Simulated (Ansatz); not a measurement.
Consider the interaction energy of a dimer with the counterpoise correction of BFH3N, SMILES NBF (Ansatz 0.2.0 through its Python package).

`dimer_bfh3n.py`:
```python
'''Binding of a BFH3N dimer at a trial geometry.'''

import ansatz as az

FIRST = [
    ('N', (-0.6786, 0.2052, -0.4558)),
    ('B', (0.3654, -0.0857, 0.5305)),
    ('F', (0.1563, 0.231, 1.916)),
    ('H', (-0.9133, -0.6322, -0.9464)),
    ('H', (-0.2987, 0.8628, -1.2098)),
    ('H', (1.3689, -0.5809, 0.1655)),
]
SECOND = [
    ('N', (3.8064, 1.8527, -1.699)),
    ('B', (2.863, 2.3944, -0.7173)),
    ('F', (2.7579, 1.7992, 0.5859)),
    ('H', (4.4192, 2.5791, -2.0053)),
    ('H', (3.2838, 1.5495, -2.5824)),
    ('H', (2.2005, 3.3198, -1.0175)),
]

def energy(atoms, ghosts=()):
    molecule = az.Crystal.molecule()
    for symbol, xyz in atoms:
        molecule = molecule.atom(symbol, xyz)
    calc = (
        molecule.calculation()
        .basis(gaussian='def2-SVP')
        .functional('b3lyp', dispersion='d3bj')
    )
    deck = calc.input()
    if ghosts:
        deck = deck.set(az.key.basis.gaussian.ghost_atoms, [{'symbol': s, 'position_ang': list(xyz)} for s, xyz in ghosts])
    return az.Session.from_dict(deck).plan().execute().report['free_energy_ev']

# monomers in their own basis and in the basis of the dimer
both = energy(FIRST + SECOND)
alone = energy(FIRST) + energy(SECOND)
ghosted = energy(FIRST, SECOND) + energy(SECOND, FIRST)
print(f'dimer {both:.6f} eV')
print(f'interaction, uncorrected   {23.060548 * (both - alone):8.3f} kcal/mol')
print(f'interaction, counterpoise  {23.060548 * (both - ghosted):8.3f} kcal/mol')
print(f'basis-set superposition    {23.060548 * (alone - ghosted):8.3f} kcal/mol')
```

How large is the interaction at this pose, and how much of it is basis-set superposition?

Uncorrected it is -1.355 kcal/mol, with the counterpoise correction 0.217 kcal/mol; the difference, 1.57 kcal/mol, is the superposition error. The sign changes with the correction, so this basis doesn't settle it.

The output:

```console
$ python dimer_bfh3n.py
dimer -9859.987865 eV
interaction, uncorrected     -1.355 kcal/mol
interaction, counterpoise     0.217 kcal/mol
basis-set superposition       1.572 kcal/mol
```

Total energies depend on the basis set; only differences at equal settings carry meaning. The dimer is a generated trial pose of unrelaxed monomers, not a minimum, so the figure is no binding energy, and the basis set is small. b3lyp holds the VWN-RPA fit, as in Gaussian; the form of ORCA and Turbomole is b3lyp5. Finished in 8.7 s on 1 thread of Intel(R) Xeon(R) Processor @ 2.30GHz, with other jobs on the host, peak memory 0.3 GiB.
